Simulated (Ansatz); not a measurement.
# Ta4NiO11 (P1) in Ansatz: notebook

The runs below take Ta4NiO11 through relaxation of cell and atoms, with r2SCAN, PBE+D3(BJ)-ATM.

Program: Ansatz 0.2.0. These are calculated values, not measurements. Logs are shortened: lines on timing, memory, paths and dates and some standing lists are left out, and cuts for length are marked.

### 1 The crystal as given

The typed cell holds 16 atoms: a = 5.293 Å, b = 5.336 Å, c = 7.911 Å, α = 90.30°, β = 93.72°, γ = 90.45°.

The cell was built by a generator and needn't be a form met in nature.

### 2 Relaxation of cell and atoms, r2SCAN, collinear spin, ferromagnetic start

File input.yaml:

```yaml
crystal:
  lattice:
    - [5.29285, -0.00032, -0.02518]
    - [-0.0419, 5.33569, 0.0234]
    - [-0.4762, -0.07999, 7.89609]
  atoms:
    - { symbol: Ta, position: [0.52261, 0.46364, 0.51843] }
    - { symbol: Ta, position: [0.55532, 0.53163, 0.98083] }
    - { symbol: Ta, position: [0.02338, 0.98832, 0.50961] }
    - { symbol: Ta, position: [0.04916, 0.02484, 0.01689] }
    - { symbol: Ni, position: [0.06538, 0.57998, 0.26898], spin: 1.0 }
    - { symbol: O, position: [0.96711, 0.93834, 0.23892] }
    - { symbol: O, position: [0.21005, 0.28324, 0.4299] }
    - { symbol: O, position: [0.27287, 0.71995, 0.06145] }
    - { symbol: O, position: [0.33888, 0.2382, 0.03682] }
    - { symbol: O, position: [0.30665, 0.75341, 0.45874] }
    - { symbol: O, position: [0.50103, 0.44858, 0.74991] }
    - { symbol: O, position: [0.70564, 0.16332, 0.48732] }
    - { symbol: O, position: [0.73302, 0.83358, 0.9406] }
    - { symbol: O, position: [0.85284, 0.36497, 0.07896] }
    - { symbol: O, position: [0.81889, 0.65561, 0.47584] }
    - { symbol: O, position: [0.07718, 0.01239, 0.7468] }
hamiltonian:
  xc: r2scan
  pseudopotentials: { kind: paw }
magnetization:
  spin_polarized: true
kpoints:
  mp_grid: { grid: [4, 4, 3] }
scf:
  occupations: { method: fermi_dirac, width: 0.05 }
output:
  forces: true
  stress: true
  eigenvalues: true
  write_density: true
  write_potential: true
  elf: true
  volumetric_format: npy
relax:
  f_tol: 0.01
  max_steps: 40
  cell: { stress_tol: 0.05 }
```

Potentials or basis: Ansatz PAW.

On the command line:

```console
$ ansatz run input.yaml --threads 8 --pin off --max-ram 20480MiB --backend cpu --events-out ev --progress --plain --runs-dir out
```

Output:

```text
Warning: RAYON_NUM_THREADS=8 ignored (pool sized by the plan → 8); use --threads N
Engine: ansatz 0.2.0, aarch64-unknown-linux-gnu
Pseudopotentials: kind: paw
Pseudopotential: Ta, paw, valence charge 13, recommended cutoff 500 eV (meta_gga), Ta.paw.azcp
Pseudopotential: Ni, paw, valence charge 18, recommended cutoff 500 eV (meta_gga), Ni.paw.azcp
Pseudopotential: O, paw, valence charge 6, recommended cutoff 500 eV (meta_gga), O.paw.azcp
Functional definition: r2SCAN
  parameter k0 = 0.174
  parameter k1 = 0.065
  parameter a1 = 4.9479
  exchange = r2scan_x(k0 = k0, k1 = k1, a1 = a1)
  correlation = r2scan_c
Crystal: 16 atoms, lattice volume = 222.939 Å³
Basis set: ecut = 500 eV, 5707 PW (Γ), exchange–correlation on 160×160×240 points (64 copies of the dense FFT grid, shifted against one another)
Bands: 85, of which v1, the nominal top of the filled ones, is band 68 counted from 1 (67 counted from 0)
Symmetry: 1 space group operations
Space group: P1 (ITA 1), of the structure as read, at distance tolerance 6.1e-5 Å
Magnetic group: BNS 1.1 (UNI 1), of the structure as read, at distance tolerance 6.1e-5 Å
k-points: 26 of 48 (time reversal used)
Non-local potential: Ta, projectors of the file, l = 0: 3, l = 1: 2, l = 2: 2, l = 3: 1
Non-local potential: Ni, projectors of the file, l = 0: 3, l = 1: 2, l = 2: 3, l = 3: 1
Non-local potential: O, projectors of the file, l = 0: 2, l = 1: 2, l = 2: 1
PAW form: soft (Blöchl's): semilocal exchange-correlation on the pseudo side does not see the compensation charge
PAW frozen core: Ta, regenerated for the run's functional (the file was generated under x = pbe(κ = 0.804, μ = 0.2195149727645171), c = pbe(β = 0.06672455060314922))
PAW frozen core: Ni, regenerated for the run's functional (the file was generated under x = pbe(κ = 0.804, μ = 0.2195149727645171), c = pbe(β = 0.06672455060314922))
PAW frozen core: O, regenerated for the run's functional (the file was generated under x = pbe(κ = 0.804, μ = 0.2195149727645171), c = pbe(β = 0.06672455060314922))
PAW one-centre angular grid: Ta, 590 points (default); XC on 160 Gauss nodes
PAW one-centre angular grid: Ni, 590 points (default); XC on 160 Gauss nodes
PAW one-centre angular grid: O, 302 points (default); XC on 160 Gauss nodes
Initial density: superposition of atomic densities (chi_scale 0.1, normalization cell, long waves kept (reshape's long-wave potential 0.14 eV rms))
Starting moments: Σ|m| = 1 μB on 1 of 16 sites
Initial wavefunctions: pseudopotential atomic-orbital guess
Functional: x = r2scan, c = r2scan; τ floored in thin density (d = 2e-4 eV/Å³)
SCF iter   1: F=—  HF=-51891.669999 eV  |F-HF|=—  |Δ(HF+E_count)|=         —  Δρ=6.72e-2 (↑6.72e-2 ↓5.32e-2)  dr2=2.64e1  dr2_τ=4.18e-1  dr2_m=5.08e-1  M=1.937 μB ∫|m|=1.941 μB  β_m=0.32  ethr=3.10e-3  ⟨swp⟩=6.0  Hψ=15598  notcnv=0  defer=25
Mixer restart at iter 1: flushing history
preconditioner: auto → Resta (q_TF=auto, 2.513 Å⁻¹)  ε∞=5.2  [insulator: Δε(μ)=0.140 eV  Ē_g=11.909 eV  σ=0.050 eV  W_gap=0.57  n_scr=56 (ndim 8)  ℏωp=24.4 eV  f_vac=0.079  D(μ)=1.14/eV (n_scr^D=2)  ε∞_Penn≈5.2]
spin=Collinear: Resta preconditioning applied to the charge; magnetization (m = ρ↑ − ρ↓) channel mixes plain (no charge-response kernel on spin).
SCF iter   2: F=—  HF=-51890.478794 eV  |F-HF|=—  |Δ(HF+E_count)|=    1.19e0  Δρ=3.45e-2 (↑3.45e-2 ↓3.24e-2)  dr2=5.12e0  dr2_τ=9.52e-2  dr2_m=9.59e-1  M=2.000 μB ∫|m|=2.028 μB  β_m=0.67  ethr=3.10e-3  ⟨swp⟩=2.6  Hψ=9130  notcnv=0  defer=460  κ⁻¹=1.0e0(r=1)
SCF iter   3: F=—  HF=-51890.884450 eV  |F-HF|=—  |Δ(HF+E_count)|=   4.06e-1  Δρ=1.86e-2 (↑1.73e-2 ↓1.86e-2)  dr2=1.95e0  dr2_τ=2.98e-2  dr2_m=8.45e-2  M=2.000 μB ∫|m|=2.069 μB  β_m=1.00  ethr=3.10e-3  ⟨swp⟩=2.0  Hψ=8744  notcnv=0  defer=460  κ⁻¹=8.5e-2(r=2)
SCF iter   4: F=—  HF=-51891.257678 eV  |F-HF|=—  |Δ(HF+E_count)|=   3.73e-1  Δρ=8.90e-3 (↑8.90e-3 ↓8.75e-3)  dr2=5.11e-1  dr2_τ=7.08e-3  dr2_m=7.29e-4  M=2.000 μB ∫|m|=2.110 μB  β_m=1.00  ethr=1.43e-3  ⟨swp⟩=2.7  Hψ=6544  notcnv=0  defer=467  κ⁻¹=7.4e-3(r=3)
[... 212 lines left out ...]
Free energy (F): -51891.608305 eV
Harris-Foulkes:  -51891.608305 eV  (|F-HF|=0.00e0)
Internal energy: -51891.608305 eV  (E = F + TS)
E sigma→0 (E₀):  -51891.608305 eV
Fermi energy:    8.665655 eV
--- Per-component energies (eV) ---
  E_band       = -1651.829384
  E_kinetic    = 3665.654607
  E_local      = -14431.545372  (includes V_loc(G=0)·N_el)
  E_nonlocal   = 1229.438114
  E_hartree    = 5683.029988
  E_xc         = -1694.962979
  E_vxc        = -2153.631250  (∫ρ·V_xc dr)
  E_paw        = -37101.590282  (= ΣΔE_a)
  E_vpaw       = -1455.140739  (= ΣTr[D̂ρ^β])
  E_aug_tail   = 0.011842  (compensation charges beyond the density's cutoff)
  E_vtau       = 127.323596  (kinetic-family band-sum trace: ∫τ·v_τ [+ j·A + Jᵃ·Aᵃ] dr)
  E_ewald      = -9237.967684
  E_core_change = -3.676540  (= ΣΔE_core)
  E_smearing   = -0.000000  (= −TS)
  E_closure    = -0.000000  (closes the sum)
  Σ components = -51891.608305   (vs F -51891.608305, Δ=0.00e0)
--- Forces (eV/Å), atoms counted from 1 ---
  atom   1  Ta    -0.00081641     0.00115522    -0.00061026
  atom   2  Ta    -0.00226782     0.00149745    -0.00004045
  atom   3  Ta     0.00041155    -0.00179040     0.00237285
  atom   4  Ta     0.00169143    -0.00178252    -0.00124311
  atom   5  Ni    -0.00080322     0.00009199     0.00046755
  atom   6  O      0.00029318     0.00045689    -0.00040593
[... 8 lines left out ...]
  atom  15  O     -0.00005153    -0.00093528     0.00000549
  atom  16  O     -0.00065871     0.00099831     0.00181618
  max |Σ_I F_I| component: 1.47e-5 eV/Å
--- Stress (GPa, compression-positive) ---
        0.013264       0.000231       0.003583
        0.000229       0.012384      -0.000378
        0.003597      -0.000383       0.020369
  P = ⅓ Tr σ = 0.0153 GPa (0.153 kbar)
--- Band table (eV; the first three rows and the last of 52) ---
  k-point 0 ↑: bands = ["-100.4852", "-62.4529", "-62.3711", "-62.3336", "-62.2921", "-59.4654", "-59.4167", "-59.2526", "-28.7024", "-28.4804", "-28.4122", "-28.4027", "-28.3448", "-28.2939", "-28.2501", "-28.1919", "-28.1849", "-28.1598", "-28.1207", "-28.1106", "-12.2512", "-11.8604", "-11.6804", "-11.3418", "-11.0444", "-10.8665", "-10.5885", "-10.4852", "-10.1500", "-9.9330", "-9.5677", "1.1977", "1.3109", "1.3722", "1.4533", "1.5991", "1.7419", "1.8573", "2.0578", "2.1920", "2.4539", "2.6201", "2.8029", "2.9674", "3.1913", "3.3042", "3.6288", "3.9719", "4.1916", "4.2555", "4.4583", "4.7429", "4.9611", "5.2196", "5.3034", "5.4040", "5.5676", "5.6578", "5.7851", "5.9052", "5.9741", "6.1753", "6.2511", "6.2745", "6.4685", "6.6549", "6.7656", "7.0997", "7.2926", "10.4617", "10.6209", "10.9517", "11.1702", "11.2788", "11.7438", "12.0953", "12.5202", "12.7847", "12.9820", "13.1534", "13.3144", "13.5669", "13.7342", "14.6292", "15.0537"]
[... 3 lines left out ...]
--- Relaxed structure (11 steps of the walk, 10 accepted, 1 SCFs on fresh bases) ---
  F+E_penalty+E_count = -51891.60830465 eV   max|allowed force component| = 2.427e-3 eV/Å   (the final SCF, on the basis selected at the relaxed cell)
  cell:  # Å, volume = 215.4444 Å³
    - [5.243267558776079, -0.003291270831519792, -0.028892552569582106]
    - [-0.044510928630692496, 5.278691380352875, 0.02586765135838249]
    - [-0.47775428801885156, -0.07478177082040781, 7.786381452763737]
  atoms:
    - { symbol: Ta, position: [0.5241070442147406, 0.46266840307091206, 0.5186605317337158] }
    - { symbol: Ta, position: [0.5536870121379364, 0.5362169828185508, 0.980487945209058] }
    - { symbol: Ta, position: [0.026118198926499567, 0.9874888164021309, 0.5089179893412814] }
    - { symbol: Ta, position: [0.04857646320037068, 0.02913635933430583, 0.01707326849904106] }
    - { symbol: Ni, position: [0.06518996252318086, 0.5760221046676512, 0.2679628817070814] }
    - { symbol: O, position: [0.9578352997563339, 0.9332834000536313, 0.23771802847102116] }
    - { symbol: O, position: [0.21152157240592762, 0.2822029109092287, 0.42518183514327546] }
    - { symbol: O, position: [0.2718125538177574, 0.7225362649722431, 0.062241630058745515] }
    - { symbol: O, position: [0.33968016579037413, 0.24111609510065804, 0.04557753117735874] }
    - { symbol: O, position: [0.3112743497365012, 0.7537001736492739, 0.4550938118457084] }
    - { symbol: O, position: [0.49052585991134073, 0.442063788133488, 0.7505500403689851] }
    - { symbol: O, position: [0.7062104649010496, 0.16009218147011714, 0.4877233641827181] }
    - { symbol: O, position: [0.7303266361415761, 0.8375564084173823, 0.9342969063103015] }
    - { symbol: O, position: [0.8526608379620505, 0.3682241604755491, 0.07904739245228179] }
    - { symbol: O, position: [0.8254004245863688, 0.6518480828247457, 0.4814006181528483] }
    - { symbol: O, position: [0.0850831539879912, 0.015843867700132755, 0.7480662253465785] }
```

Wall time 9.9 min (8 threads of Arm Neoverse V1, shared host); peak memory 2.1 GiB.

What came out:

```yaml
Free_energy: -51891.6083 eV
Relaxed_volume: 13.47 Å³/atom
Relaxed_cell: a = 5.243 Å, b = 5.279 Å, c = 7.801 Å, α = 90.24°, β = 93.83°, γ = 90.52°
Space_group_after_relaxing_to_0.05_Å: P1 (No. 1)
Energy_gained_by_relaxing: 6.1 meV/atom
Ionic_steps: 11
Pressure_after_relaxing: 0.0 GPa
Largest_force_after_relaxing: 0.003 eV/Å
Band_gap_on_the_k_mesh: 2.64 eV, indirect (least direct gap 2.72 eV)
Net_moment: 2.00 μB per cell
Absolute_moment: 2.10 μB per cell
Site_moments: Ta +0.00; Ni +1.62; O +0.07, +0.03, +0.05, +0.00, +0.06, +0.04 μB
```

Forces on the atoms (eV/Å):
```
Ta  -0.001  0.001 -0.001
Ta  -0.002  0.001  0.000
Ta   0.000 -0.002  0.002
Ta   0.002 -0.002 -0.001
Ni  -0.001  0.000  0.000
O    0.000  0.000  0.000
O    0.000  0.000 -0.001
O    0.000  0.001 -0.001
O    0.000 -0.002  0.000
O    0.000  0.000 -0.001
O   -0.001  0.000  0.002
O    0.001  0.001 -0.001
O    0.001  0.001  0.000
O    0.002  0.000 -0.001
O    0.000 -0.001  0.000
O   -0.001  0.001  0.002
```

Step by step:
| step | energy change (eV) | largest force (eV/Å) | volume (Å³) |
| --- | --- | --- | --- |
| 1 | 0.0000 | 0.2967 | 222.94 |
| 2 | -0.0884 | 0.2000 | 216.80 |
| 3 | -0.0955 | 0.0803 | 216.67 |
| 4 | -0.0993 | 0.0624 | 215.98 |
| 5 | -0.1004 | 0.0379 | 215.77 |
| 6 | -0.1010 | 0.0494 | 215.48 |
| 7 | -0.1012 | 0.0253 | 215.53 |
| 8 | -0.1013 | 0.0145 | 215.48 |
| 9 | -0.1014 | 0.0135 | 215.46 |
| 10 | -0.1014 | 0.0031 | 215.44 |
| 11 | -0.0969 | 0.0030 | 215.44 |

Final structure:
```yaml
crystal:
  lattice:
    - [5.24327, -0.00329, -0.02889]
    - [-0.04451, 5.27869, 0.02587]
    - [-0.47775, -0.07478, 7.78638]
  atoms:
    - { symbol: Ta, position: [0.52411, 0.46267, 0.51866] }
    - { symbol: Ta, position: [0.55369, 0.53622, 0.98049] }
    - { symbol: Ta, position: [0.02612, 0.98749, 0.50892] }
    - { symbol: Ta, position: [0.04858, 0.02914, 0.01707] }
    - { symbol: Ni, position: [0.06519, 0.57602, 0.26796] }
    - { symbol: O, position: [0.95784, 0.93328, 0.23772] }
    - { symbol: O, position: [0.21152, 0.28220, 0.42518] }
    - { symbol: O, position: [0.27181, 0.72254, 0.06224] }
    - { symbol: O, position: [0.33968, 0.24112, 0.04558] }
    - { symbol: O, position: [0.31127, 0.75370, 0.45509] }
    - { symbol: O, position: [0.49053, 0.44206, 0.75055] }
    - { symbol: O, position: [0.70621, 0.16009, 0.48772] }
    - { symbol: O, position: [0.73033, 0.83756, 0.93430] }
    - { symbol: O, position: [0.85266, 0.36822, 0.07905] }
    - { symbol: O, position: [0.82540, 0.65185, 0.48140] }
    - { symbol: O, position: [0.08508, 0.01584, 0.74807] }
```

Caveat: the magnetic or orbital state may not be the lowest; odd divisions of the mesh miss points on the zone boundary, where band edges often lie, so the gap on the mesh can be too wide; the plane-wave basis is chosen anew once the cell has moved, so the energies of steps on either side of that aren't comparable; spin-orbit coupling is left out, which moves the levels of the heavy elements; a cell with one magnetic atom can't hold antiferromagnetic order, which such compounds often take; the PAW data sets come from PBE, with cores solved anew for the run's functional, which leaves a small shift of forces and pressure.

### 3 Relaxation of cell and atoms, PBE+D3(BJ)-ATM, collinear spin, ferromagnetic start

input.yaml, as its differences from that of step 2:

```diff
@@ -23,4 +23,5 @@
 hamiltonian:
-  xc: r2scan
+  xc: pbe
   pseudopotentials: { kind: paw }
+  dispersion: d3bjatm
 magnetization:
@@ -35,6 +36,2 @@
   eigenvalues: true
-  write_density: true
-  write_potential: true
-  elf: true
-  volumetric_format: npy
 relax:
```

Potentials or basis: Ansatz PAW.

On the command line:

```console
$ ansatz run input.yaml --threads 8 --pin off --max-ram 20480MiB --backend cpu --events-out ev --progress --plain --runs-dir out
```

It took 4.6 min on 8 threads of Arm Neoverse V2, shared host; peak memory 1.5 GiB.

The run converged. Its results:

```
Free energy                            : -51825.0632 eV
Relaxed volume                         : 13.62 Å³/atom
Relaxed cell                           : a = 5.266 Å, b = 5.306 Å, c = 7.817 Å, α = 90.37°, β = 94.05°, γ = 90.59°
Space group after relaxing (to 0.05 Å) : P1 (No. 1)
Energy gained by relaxing              : 1.9 meV/atom
Ionic steps                            : 13
Pressure after relaxing                : 0.0 GPa
Largest force after relaxing           : 0.006 eV/Å
Band gap on the k mesh                 : 1.28 eV, indirect (least direct gap 1.37 eV)
Net moment                             : 2.00 μB per cell
Absolute moment                        : 2.09 μB per cell
Site moments                           : Ta +0.00; Ni +1.50; O +0.09, +0.04, +0.07, +0.00, +0.01 μB
```

Forces in eV/Å, atoms in the order of the input:
```
Ta   0.000  0.004  0.000
Ta   0.000  0.000  0.001
Ta   0.001  0.000 -0.004
Ta   0.001 -0.001 -0.006
Ni  -0.002 -0.001  0.000
O   -0.004 -0.003  0.003
O    0.000 -0.001  0.001
O    0.002  0.001 -0.001
O    0.001  0.003  0.000
O    0.002 -0.001  0.002
O   -0.003 -0.003 -0.002
O    0.001  0.000  0.001
O    0.000  0.002 -0.001
O    0.000  0.001  0.000
O   -0.001  0.000  0.002
O    0.000 -0.001  0.002
```

The path:
```tsv
step	energy change (eV)	largest force (eV/Å)	volume (Å³)
1	0.0000	0.0112	222.94
2	-0.0298	0.1142	219.92
3	-0.0364	0.0904	219.33
4	-0.0413	0.0604	218.69
5	-0.0445	0.0546	218.38
6	-0.0456	0.0255	218.31
7	-0.0467	0.0350	218.13
8	-0.0467	0.0380	218.15
9	-0.0467	0.0105	218.17
10	-0.0305	0.0103	218.17
11	-0.0321	0.0130	217.77
12	-0.0318	0.0061	217.87
13	-0.0307	0.0061	217.87
```

Final structure:
```
Ta Ni O
1.0
     5.26622   -0.00653   -0.03866
    -0.04803    5.30572    0.01999
    -0.49427   -0.08376    7.80098
Ta Ni O
4 1 11
Cartesian
  2.4648 2.4114 4.0337
  2.4182 2.7453 7.6430
  -0.1814 5.1991 3.9831
  0.2589 0.1574 0.1201
  0.2103 3.0476 2.0847
  4.8794 4.9199 1.8334
  0.8650 1.4754 3.3142
  1.3754 3.8156 0.4943
  1.7880 1.2492 0.3632
  1.3751 3.9820 3.5723
  2.1712 2.2629 5.8481
  3.4555 0.8160 3.7598
  3.3524 4.3419 7.2749
  4.4672 1.9224 0.5668
  4.0577 3.4304 3.7647
  0.0616 0.0373 5.8399
```

Levels at points of the mesh, in eV from the valence-band top:
Spin up:
| k point | band 65 | band 66 | band 67 | band 68 | band 69 | band 70 | band 71 | band 72 | band 73 | band 74 |
| --- | --- | --- | --- | --- | --- | --- | --- | --- | --- | --- |
| (0.00, 0.00, 0.00) | -0.90 | -0.76 | -0.70 | -0.33 | -0.10 | 2.39 | 2.54 | 2.89 | 3.13 | 3.19 |
| (0.00, -0.50, 0.00) | -0.99 | -0.85 | -0.71 | -0.45 | -0.19 | 2.75 | 2.98 | 3.13 | 3.29 | 3.44 |
| (-0.50, 0.00, 0.00) | -1.01 | -0.86 | -0.81 | -0.51 | -0.06 | 2.72 | 2.93 | 3.07 | 3.31 | 3.46 |
| (-0.50, -0.50, 0.00) | -1.07 | -0.96 | -0.90 | -0.78 | -0.15 | 2.85 | 3.06 | 3.31 | 3.56 | 3.78 |
Spin down:
| k point | band 64 | band 65 | band 66 | band 67 | band 68 | band 69 | band 70 | band 71 |
| --- | --- | --- | --- | --- | --- | --- | --- | --- |
| (0.00, 0.00, 0.00) | -1.00 | -0.27 | -0.14 | -0.03 | 1.54 | 1.73 | 2.41 | 2.57 |
| (0.00, -0.50, 0.00) | -0.96 | -0.31 | -0.24 | -0.01 | 1.47 | 1.74 | 2.80 | 3.03 |
| (-0.50, 0.00, 0.00) | -1.00 | -0.33 | -0.15 | -0.12 | 1.41 | 1.79 | 2.79 | 2.97 |
| (-0.50, -0.50, 0.00) | -1.08 | -0.32 | -0.24 | -0.08 | 1.30 | 1.74 | 2.88 | 3.09 |

Caveat: odd divisions of the mesh miss points on the zone boundary, where band edges often lie, so the gap on the mesh can be too wide; the plane-wave basis is chosen anew once the cell has moved, so the energies of steps on either side of that aren't comparable; the pressure holds a Pulay correction of +0.6 GPa for the finite cutoff; spin-orbit coupling is left out, which moves the levels of the heavy elements; a cell with one magnetic atom can't hold antiferromagnetic order, which such compounds often take. A k mesh can miss the band edges.
